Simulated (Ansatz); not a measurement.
**GaNH+ (quintet): the correlation ladder, cc-pVDZ**

One table from this session's results is given with a row withheld; the runs are named, their logs left out.

The runs use Ansatz 0.2.0, Gaussian basis; cc-pVDZ, core rule «outside noble gas», up to 15 orbitals frozen.

To be run: UHF; CCSD(T) on ROHF; CCSD(T) on UHF; BCCD(T) on ROHF; CISD; CCSDT(Q) on ROHF; CCSDT(Q) on UHF.

21 further runs of the same task are left out: 8 for a known fault of the program, 3 that didn't finish, 10 set aside as unsound or not needed.

### What is computed

The geometry is a PBE0/def2-TZVP stationary point (not a proven minimum) of the parent state, kept for this charge and spin. No spin-orbit coupling is included. The filled d shell of Ga may be among the frozen orbitals whatever the setting's name suggests; the logs give the count.

3 atoms, charge 1, spin multiplicity 5.

Atoms are counted from 1 here; the program's logs count them from 0.

Bond lengths: N1–Ga2 2.059 Å, N1–H3 1.033 Å. Angles: Ga2–N1–H3 103.2°.

Set-up of the first run:

in.yaml reads:

```yaml
crystal:
  periodic: [false, false, false]
  atoms:
    - {symbol: N, position_ang: [0.000000, -0.129588, 1.686081]}
    - {symbol: Ga, position_ang: [0.000000, 0.013637, -0.367511]}
    - {symbol: H, position_ang: [0.000000, 0.857448, 1.991733]}
basis:
  gaussian: {orbitals: cc-pVDZ}
total_charge: 1
magnetization: {spin_polarized: true, initial_magnetization: 4}
hamiltonian: {xc: hf}
output: {orbitals: {seedname: orbitals}}
```

Command:

```bash
> ansatz run in.yaml --threads 1 --pin off --events-out ev --progress --plain --max-ram 2393MiB
```

Steps of the session up to this table: UHF; CCSD(T) on ROHF; CCSD(T) on UHF; BCCD(T) on ROHF; CISD; CCSDT(Q) on ROHF; CCSDT(Q) on UHF.

One of the session's tables, all rows but one given; the rest of the session is left out.

It belongs to the step «Misses and costs». 

```
   method  from RCCSDT(Q) (meV)
     ROHF               +3894.0
      UHF               +3697.4
     RMP2                +677.0
     UMP2                +648.3
    RCCSD                 +85.6
    UCCSD                 +62.8
 RCCSD(T)                     ?
 UCCSD(T)                  -2.9
  BCCD(T)                 +17.8
   RCCSDT                  +3.8
   UCCSDT                 -16.7
RCCSDT(Q)                     0
UCCSDT(Q)                 -20.6
```

Estimate the missing values for RCCSD(T).

**Answer.** from RCCSDT(Q) (meV): +17.5. In the column «from RCCSDT(Q) (meV)» it lies between RCCSDT (+3.8) and BCCD(T) (+17.8).

Not comparable, so not listed: CISD (they don't share determinant, frozen orbitals or solution with the rows shown, or repeat one).

Caveats from the session: Restricted and unrestricted rows rest on different reference determinants; where their highest levels disagree by more than a few hundredths of an eV, they describe different states and don't form one ladder.
